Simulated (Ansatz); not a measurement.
# MgO2 (tetragonal MgO2): the cost of one run

Method: DFT LDA, scalar-relativistic, plane waves, PAW, in Ansatz 0.2.0.

## Step 1: The system as given

It takes space group I4/mcm (No. 140, tetragonal). The conventional cell has a = 3.999 Å, b = 3.999 Å, c = 4.746 Å, α = 90.00°, β = 90.00°, γ = 90.00°. Mg (site symmetry 422) has 8 O at 1.97 Å as nearest neighbours. Around O (site symmetry m2m) lie 1 O at 1.45 Å and 4 Mg at 1.97 Å.

As a file:

```cif
data_structure
_symmetry_space_group_name_H-M 'I4/mcm'
_symmetry_Int_Tables_number 140
_cell_length_a 3.9994
_cell_length_b 3.9994
_cell_length_c 4.7458
_cell_angle_alpha 90.000
_cell_angle_beta 90.000
_cell_angle_gamma 90.000
_cell_volume 75.91
loop_
_atom_site_label
_atom_site_type_symbol
_atom_site_symmetry_multiplicity
_atom_site_Wyckoff_symbol
_atom_site_fract_x
_atom_site_fract_y
_atom_site_fract_z
_atom_site_occupancy
Mg1 Mg 4 a 0.00000 0.00000 0.25000 1
O1 O 8 h 0.12850 0.62850 0.00000 1
```

## Step 2: Cell and atoms relaxed at 93.5 GPa

input.yaml

```yaml
crystal:
  lattice:
    - [-1.9997, 1.9997, 2.3729]
    - [1.9997, -1.9997, 2.3729]
    - [1.9997, 1.9997, -2.3729]
  atoms:
    - { symbol: Mg, position: [0.25, 0.25, 0.0] }
    - { symbol: Mg, position: [0.75, 0.75, 0.0] }
    - { symbol: O, position: [0.6285, 0.1285, 0.757] }
    - { symbol: O, position: [0.3715, 0.8715, 0.243] }
    - { symbol: O, position: [0.1285, 0.3715, 0.5] }
    - { symbol: O, position: [0.8715, 0.6285, 0.5] }
scf:
  occupations: { method: fixed }
output:
  forces: true
  stress: true
  eigenvalues: true
  write_density: true
  write_potential: true
  elf: true
  volumetric_format: npy
hamiltonian:
  xc: lda
basis:
  ecutwfc: 600
kpoints:
  mp_grid: { grid: [8, 8, 8] }
relax:
  f_tol: 0.003
  max_steps: 60
  cell: { stress_tol: 0.05, p_target: 93.5 }
```

Run with:

```sh
$ ansatz run input.yaml --threads 2 --pin off --max-ram 6144MiB --backend cpu --events-out ev --progress --plain --runs-dir out
```

**Question.** How long does this run take on 2 threads of Arm Neoverse V1, shared host, and how much memory does it need?

About 22 s, with a peak of 0.37 GiB.
